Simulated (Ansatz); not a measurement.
Turn this script for Ansatz 0.2.0 through its Python package into the input file that the command-line program reads.

Script `ti3si_bands.py`:
```python
"""Bands of Ti3Si along a path through the zone."""

import warnings

import ansatz
import numpy as np
from pymatgen.core import Lattice, Structure
from pymatgen.io.ase import AseAtomsAdaptor

warnings.simplefilter("ignore", ansatz.DeckWarning)

pmg_structure = Structure(
    Lattice([(0.0, 3.144356, 3.144356), (3.144356, 0.0, 3.144356), (3.144356, 3.144356, 0.0)]),
    ["Ti", "Ti", "Ti", "Si"],
    [
        (0.75, 0.75, 0.75),
        (0.25, 0.25, 0.25),
        (0.0, 0.0, 0.0),
        (0.5, 0.5, 0.5),
    ],
)
ti3si = ansatz.Crystal.from_ase(AseAtomsAdaptor.get_atoms(pmg_structure))

# high-symmetry points in fractions of the reciprocal vectors
path = [
    ("K", (0.375, 0.375, 0.75)),
    ("G", (0.0, 0.0, 0.0)),
    ("L", (0.5, 0.5, 0.5)),
    ("W", (0.5, 0.25, 0.75)),
    ("X", (0.5, 0.0, 0.5)),
]
calc = (
    ti3si.calculation()
    .functional("lda")
    .occupations(ansatz.OccupationsMethod.FERMI_DIRAC, width=0.1)
    .kpoints(6)
    .pseudopotentials("paw")
    .band_structure([point for _, point in path], intervals=6)
    .scf(extra_bands=8)
)
session = calc.session()
planned = session.plan(threads=1)
res = planned.execute()
r = res.report

n_atoms = len(r["lattice"]["sites"])
print("F =", round(r["free_energy_ev"], 4), "eV for", n_atoms, "atoms")
print("E(sigma -> 0) =", round(r["energy_sigma0_ev"], 4), "eV, TS =", round(r["entropy_ts_ev"], 5), "eV")
print("closed by", r["closed_by"], "after", r["n_iterations"], "iterations")

bands = res.band_structure()
fermi = bands.fermi_energy_ev
print(f"zero of the bands: {fermi:.3f} eV, the Fermi level found on the SCF mesh")
for spin, channel in enumerate(bands.channels):
    levels = channel.eigenvalues_ev - fermi
    crossing = [b for b in range(levels.shape[1]) if levels[:, b].min() < 0 < levels[:, b].max()]
    print(f"channel {spin}: bands that cross the Fermi level on this path:", [b + 1 for b in crossing] or "none")
    shown = crossing or sorted(np.argsort(np.abs(levels).min(axis=0))[:2])
    for k, row in zip(bands.kpoints_frac, levels[:, shown]):
        print(f"{k[0]:7.3f} {k[1]:7.3f} {k[2]:7.3f}  ", " ".join(f"{e:8.3f}" for e in row))
```

```console
$ python ti3si_bands.py
F = -7961.0752 eV for 4 atoms
E(sigma -> 0) = -7960.9738 eV, TS = 0.20298 eV
closed by deck_thresholds after 6 iterations
zero of the bands: 13.343 eV, the Fermi level found on the SCF mesh
channel 0: bands that cross the Fermi level on this path: [20, 21]
  0.375   0.375   0.750      0.058    0.285
  0.313   0.313   0.625      0.021    0.234
  0.250   0.250   0.500     -0.246    0.192
  0.188   0.188   0.375     -0.365    0.061
  0.125   0.125   0.250     -0.210   -0.012
  0.062   0.062   0.125     -0.080   -0.025
  0.000   0.000   0.000     -0.028   -0.028
  0.083   0.083   0.083     -0.050   -0.050
  0.167   0.167   0.167     -0.106   -0.106
  0.250   0.250   0.250     -0.168   -0.168
  0.333   0.333   0.333     -0.204   -0.204
  0.417   0.417   0.417     -0.196   -0.196
  0.500   0.500   0.500     -0.176   -0.176
  0.500   0.458   0.542     -0.113   -0.007
  0.500   0.417   0.583      0.028    0.184
  0.500   0.375   0.625      0.187    0.222
  0.500   0.333   0.667      0.052    0.433
  0.500   0.292   0.708     -0.017    0.499
  0.500   0.250   0.750     -0.025    0.492
  0.500   0.208   0.708     -0.043    0.375
  0.500   0.167   0.667     -0.091    0.249
  0.500   0.125   0.625     -0.149    0.112
  0.500   0.083   0.583     -0.201   -0.027
  0.500   0.042   0.542     -0.237   -0.156
  0.500   0.000   0.500     -0.249   -0.249
```

`input.yaml`:
```yaml
crystal:
  lattice:
    - [0.0, 3.144356, 3.144356]
    - [3.144356, 0.0, 3.144356]
    - [3.144356, 3.144356, 0.0]
  atoms:
    - { symbol: Ti, position: [0.75, 0.75, 0.75] }
    - { symbol: Ti, position: [0.25, 0.25, 0.25] }
    - { symbol: Ti, position: [0.0, 0.0, 0.0] }
    - { symbol: Si, position: [0.5, 0.5, 0.5] }
kpoints:
  mp_grid:
    grid: [6, 6, 6]
  band_path:
    path:
      - [0.375, 0.375, 0.75]
      - [0.0, 0.0, 0.0]
      - [0.5, 0.5, 0.5]
      - [0.5, 0.25, 0.75]
      - [0.5, 0.0, 0.5]
    npoints: 6
hamiltonian:
  xc: lda
  pseudopotentials:
    kind: paw
scf:
  n_extra_bands: 8
  occupations:
    method: fermi_dirac
    width: 0.1
```

Notes:
- Total energies depend on the potentials; only differences at equal settings carry meaning. A total without «per atom» is that of the cell as typed.
- Spin is left out of this run.
- The computed bands are complete only to about 2.7 eV above the Fermi level.
- The mesh is modest for a metal, so energies can be off by several to tens of meV an atom and pressures by half a GPa or more; differences at equal mesh fare better.
- The structure comes from a database of computed cells and needn't be a stable or known phase.
- Gaps and levels are Kohn-Sham values on a finite set of k-points.
- Hardware and time: 3.4 s on 1 thread of Arm Neoverse V1 (shared host), peak memory 0.43 GiB.

(Lines on the test bed's own set-up are left out of the output.)
